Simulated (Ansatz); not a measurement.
# ClGaH6N2: the cost of one run

Program: Ansatz 0.2.0. Level of theory: RKS r2SCAN-D4/def2-SVP. These are calculated values, not measurements.

## (1) Starting point

Bond lengths: Ga1–N3 1.930 Å, N3–H4 1.060 Å, N3–H5 1.060 Å, Ga1–N6 1.930 Å, N6–H7 1.060 Å, N6–H8 1.060 Å, Ga1–Cl9 2.540 Å. Angles: Ga1–N3–H4 120.0°, Ga1–N3–H5 120.0°, H4–N3–H5 120.0°, N3–Ga1–N6 120.0°, N3–Ga1–Cl9 96.8°, N6–Ga1–Cl9 101.3°, Ga1–N6–H7 120.0°, Ga1–N6–H8 120.0°, H7–N6–H8 120.0°.

Structure file:

```xyz
10

Ga    0.0000    0.0000    0.0000
H     0.0000    0.0000    1.9200
N     1.6714    0.0000   -0.9650
H     2.1380   -0.9179   -1.2168
H     2.1227    0.9179   -1.2432
N    -1.6714    0.0000   -0.9650
H    -2.3403   -0.8164   -0.8664
H    -1.9204    0.8164   -1.5936
Cl    0.1138    2.4077    0.8009
H     0.0466    0.9850    1.9581
```

## (2) A restrained relaxation towards end A

Springs on the bonds that form and break draw the guess towards this end; the thresholds are loose.

input.yaml

```yaml
crystal:
  periodic: [false, false, false]
  atoms:
    - { symbol: Ga, position_ang: [0.0, 0.0, 0.0] }
    - { symbol: H, position_ang: [0.0, 0.0, 1.92] }
    - { symbol: "N", position_ang: [1.6714, 0.0, -0.965] }
    - { symbol: H, position_ang: [2.138, -0.9179, -1.2168] }
    - { symbol: H, position_ang: [2.1227, 0.9179, -1.2432] }
    - { symbol: "N", position_ang: [-1.6714, 0.0, -0.965] }
    - { symbol: H, position_ang: [-2.3403, -0.8164, -0.8664] }
    - { symbol: H, position_ang: [-1.9204, 0.8164, -1.5936] }
    - { symbol: Cl, position_ang: [0.1138, 2.4077, 0.8009] }
    - { symbol: H, position_ang: [0.0466, 0.985, 1.9581] }
basis:
  gaussian: { orbitals: def2-SVP }
hamiltonian:
  xc: r2scan
  dispersion: d4
relax:
  f_tol: 0.15
  max_steps: 25
  restrain:
    - { distance: [0, 8], at: 3.44, k: 30.0 }
    - { distance: [9, 1], at: 1.86, k: 30.0 }
    - { distance: [0, 1], at: 1.57, k: 30.0 }
    - { distance: [9, 8], at: 1.37, k: 30.0 }
```

Started as:

```
$ ansatz run input.yaml --threads 4 --pin off --max-ram 5120MiB --backend cpu --events-out ev --progress --plain --runs-dir out
```

**Question.** How long does this run take on 4 threads of Arm Neoverse V1, shared host, and how much memory does it need?

About 40 s, with a peak of 0.19 GiB.
